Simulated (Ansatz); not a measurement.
NbTe:

```xyz
2
Lattice="3.4257 0.0000 0.0000 0.0000 3.4257 0.0000 0.0000 0.0000 3.4257" Properties=species:S:1:pos:R:3 pbc="T T T"
Nb    1.7128    1.7128    1.7128
Te    0.0000    0.0000    0.0000
```

The cell was built by a generator and needn't be a form met in nature.

Program: Ansatz 0.2.0. Alike in all runs: potentials or basis Ansatz PAW; no spin polarisation; cell as given; k mesh 8 × 8 × 8; cutoff (eV) 420.

Order these runs on this cell by their pressure, lowest first.
A. level PBE; smearing gaussian 0.024 eV
B. level LDA+U; U Nb d U = 6 eV; smearing fermi-dirac 0.05 eV; hubbard projectors ortho-atomic (the default); double counting fll (the default)
C. level LDA+U; U Nb d U = 8 eV; smearing fermi-dirac 0.05 eV; hubbard projectors ortho-atomic (the default); double counting fll (the default)
D. level LDA+U; U Nb d U = 2 eV; smearing fermi-dirac 0.05 eV; hubbard projectors ortho-atomic (the default); double counting fll (the default)
E. level LDA+U; U Nb d U = 4 eV; smearing fermi-dirac 0.05 eV; hubbard projectors ortho-atomic (the default); double counting fll (the default)

D (-6.6 GPa), E (-2.6 GPa), A (-0.1 GPa), B (2.6 GPa), C (10.4 GPa).

Caveats: U without spin polarisation on a metal has little footing (some runs); the PAW data sets come from PBE, with cores solved anew for the run's functional, which leaves a small shift of forces and pressure (some runs); the U is typed as a test and isn't derived for this compound (some runs); the density of states is complete only up to the lowest level of the last band computed (some runs).

Not every run made on this cell is shown here.
